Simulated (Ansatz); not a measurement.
# C2H6N2Si: the cost of one run

Method: RKS r2SCAN/6-31G*, in Ansatz 0.2.0.

### Step 1. The starting structure

Bond lengths: N1–C2 1.437 Å, C2–N3 1.491 Å, C2–C4 1.402 Å, N3–C4 1.177 Å, C4–Si5 1.789 Å, N1–H6 1.073 Å, N1–H7 0.979 Å, C2–H8 1.087 Å, Si5–H9 1.523 Å, Si5–H10 1.459 Å, Si5–H11 1.478 Å. Angles (14 of 19 angles, heavy atoms first): N1–C2–N3 111.2°, N1–C2–C4 122.0°, N3–C2–C4 47.9°, C2–N3–C4 62.1°, C2–C4–N3 70.0°, C2–C4–Si5 143.0°, N3–C4–Si5 146.8°, N1–C2–H8 118.7°, N3–C2–H8 115.0°, C4–C2–H8 118.7°, C2–N1–H6 105.9°, C2–N1–H7 113.0°, C4–Si5–H9 112.0°, C4–Si5–H10 111.3°.

Coordinates:

```xyz
11

N     0.1554   -0.6577    1.9499
C     0.6775   -0.7403    0.6134
N     1.3348    0.5354    0.2104
C     0.3619    0.2113   -0.3667
Si   -0.8563    0.6371   -1.6059
H     0.2308    0.3749    2.2320
H     0.7048   -1.1345    2.6056
H     1.2026   -1.6435    0.3131
H    -1.8536    1.6687   -1.0945
H    -0.2291    1.2117   -2.7911
H    -1.6634   -0.5202   -2.0457
```

### Step 2. Relaxing end A

input.yaml reads:

```yaml
crystal:
  periodic: [false, false, false]
  atoms:
    - { symbol: "N", position_ang: [0.1554, -0.6577, 1.9499] }
    - { symbol: C, position_ang: [0.6775, -0.7403, 0.6134] }
    - { symbol: "N", position_ang: [1.3348, 0.5354, 0.2104] }
    - { symbol: C, position_ang: [0.3619, 0.2113, -0.3667] }
    - { symbol: Si, position_ang: [-0.8563, 0.6371, -1.6059] }
    - { symbol: H, position_ang: [0.2308, 0.3749, 2.232] }
    - { symbol: H, position_ang: [0.7048, -1.1345, 2.6056] }
    - { symbol: H, position_ang: [1.2026, -1.6435, 0.3131] }
    - { symbol: H, position_ang: [-1.8536, 1.6687, -1.0945] }
    - { symbol: H, position_ang: [-0.2291, 1.2117, -2.7911] }
    - { symbol: H, position_ang: [-1.6634, -0.5202, -2.0457] }
basis:
  gaussian: { orbitals: "6-31G*" }
hamiltonian:
  xc: r2scan
relax:
  f_tol: 0.015
  max_steps: 40
```

Started as:

```console
$ ansatz run input.yaml --threads 2 --pin off --max-ram 3072MiB --backend cpu --events-out ev --progress --plain --runs-dir out
```

**Question.** How long does this run take on 2 threads of Intel Xeon Platinum 8488C (Sapphire Rapids), shared host, and how much memory does it need?

About 45 s, with a peak of 0.22 GiB.
